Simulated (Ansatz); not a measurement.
# C2H7AlO3: the cost of one run

Method: the settings change from run to run; program: Ansatz 0.2.0, Gaussian basis.

## (1) The geometry

An earlier PBE0-D4 in a triple-zeta def2 set relaxation fixed the geometry.

SMILES `C[O][Al]([OH])[O]C`, 13 atoms, charge 0, spin multiplicity 1.

Atoms are counted from 1 here; the program's logs count them from 0.

Bond lengths: C1–O2 1.394 Å, C1–H7 1.096 Å, C1–H8 1.097 Å, C1–H9 1.095 Å, O2–Al3 1.680 Å, Al3–O4 1.687 Å, Al3–O5 1.673 Å, O4–H10 0.956 Å, O5–C6 1.392 Å, C6–H11 1.097 Å, C6–H12 1.095 Å, C6–H13 1.096 Å. Angles: O2–C1–H7 110.4°, O2–C1–H8 112.8°, O2–C1–H9 110.0°, H7–C1–H8 107.9°, H7–C1–H9 107.8°, H8–C1–H9 107.8°, C1–O2–Al3 138.6°, O2–Al3–O4 118.7°, O2–Al3–O5 124.6°, O4–Al3–O5 116.7°, Al3–O4–H10 120.7°, Al3–O5–C6 140.0°, O5–C6–H11 112.9°, O5–C6–H12 110.0°, O5–C6–H13 110.4°, H11–C6–H12 107.8°, H11–C6–H13 107.9°, H12–C6–H13 107.8°.

## (2) B2PLYP/def2-SVPD

This run has charge +1, multiplicity 2.

in.yaml reads:

```yaml
crystal:
  periodic: [false, false, false]
  atoms:
    - {symbol: C, position_ang: [0.385855, -0.959190, 1.832406]}
    - {symbol: O, position_ang: [1.102810, -0.059250, 1.044734]}
    - {symbol: Al, position_ang: [0.909193, 0.787814, -0.393384]}
    - {symbol: O, position_ang: [2.138755, 1.830585, -0.891843]}
    - {symbol: O, position_ang: [-0.431667, 0.676962, -1.387544]}
    - {symbol: C, position_ang: [-1.638718, -0.011324, -1.476766]}
    - {symbol: H, position_ang: [0.867130, -1.943364, 1.822874]}
    - {symbol: H, position_ang: [-0.650049, -1.088092, 1.495269]}
    - {symbol: H, position_ang: [0.358496, -0.610000, 2.870065]}
    - {symbol: H, position_ang: [2.927572, 1.942777, -0.364241]}
    - {symbol: H, position_ang: [-1.736780, -0.800246, -0.720545]}
    - {symbol: H, position_ang: [-1.731184, -0.479684, -2.462397]}
    - {symbol: H, position_ang: [-2.481013, 0.678310, -1.353830]}
basis:
  gaussian: {orbitals: def2-SVPD}
total_charge: 1
magnetization: {spin_polarized: true, initial_magnetization: 1}
hamiltonian: {xc: {name: B2PLYP}}
output: {forces: true}
```

Launch:

```
$ ansatz run in.yaml --threads 4 --pin off --events-out ev --progress --plain --max-ram 11315MiB
```

**Question.** How long does this run take on 4 threads of Arm Neoverse V2, shared host, and how much memory does it need?

About 80 s, with a peak of 1.1 GiB.
